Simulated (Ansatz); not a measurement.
# TiSi: the cost of one run

Method: DFT PBEsol, scalar-relativistic, plane waves, PAW, in Ansatz 0.2.0.

### Step 1. The system as given

Symmetry: Cmmm, No. 65, orthorhombic system. Conventional cell: a = 3.632 Å, b = 4.235 Å, c = 3.804 Å, α = 90.00°, β = 90.00°, γ = 90.00°. Ti (site symmetry mmm) is surrounded by 8 Si at 2.63 to 2.85 Å and 4 Ti at 2.79 Å. Si (site symmetry mmm) is surrounded by 8 Ti at 2.63 to 2.85 Å.

Structure file:

```xyz
2
Lattice="1.8162 -2.1176 0.0000 1.8162 2.1176 0.0000 0.0000 0.0000 3.8039" Properties=species:S:1:pos:R:3 pbc="T T T"
Ti    1.8162    0.0000    0.0000
Si    0.0000    0.0000    1.9020
```

It goes back to an entry of the Materials Project, which need not be the stable form.

No relaxation comes first: the listed cell is the starting point.

### Step 2. Zero of the scan

Contents of input.yaml:

```yaml
crystal:
  lattice:
    - [1.816178, -2.117624, 0.0]
    - [1.816178, 2.117624, 0.0]
    - [0.0, 0.0, 3.803934]
  atoms:
    - { symbol: Ti, position: [0.5, 0.5, 0.0] }
    - { symbol: Si, position: [0.0, 0.0, 0.5] }
basis:
  ecutwfc: 420
kpoints:
  mp_grid: { grid: [20, 20, 14] }
hamiltonian:
  xc: pbesol
scf:
  occupations: { method: gaussian, width: 0.15 }
output:
  forces: true
  stress: true
  eigenvalues: true
```

Launch:

```bash
ansatz run input.yaml --threads 1 --pin off --max-ram 2560MiB --backend cpu --events-out ev --progress --plain --runs-dir out
```

What time and memory should one allow on 1 thread of Intel Xeon 6975P-C (Granite Rapids), shared host?

About 8.3 s, with a peak of 0.6 GiB.
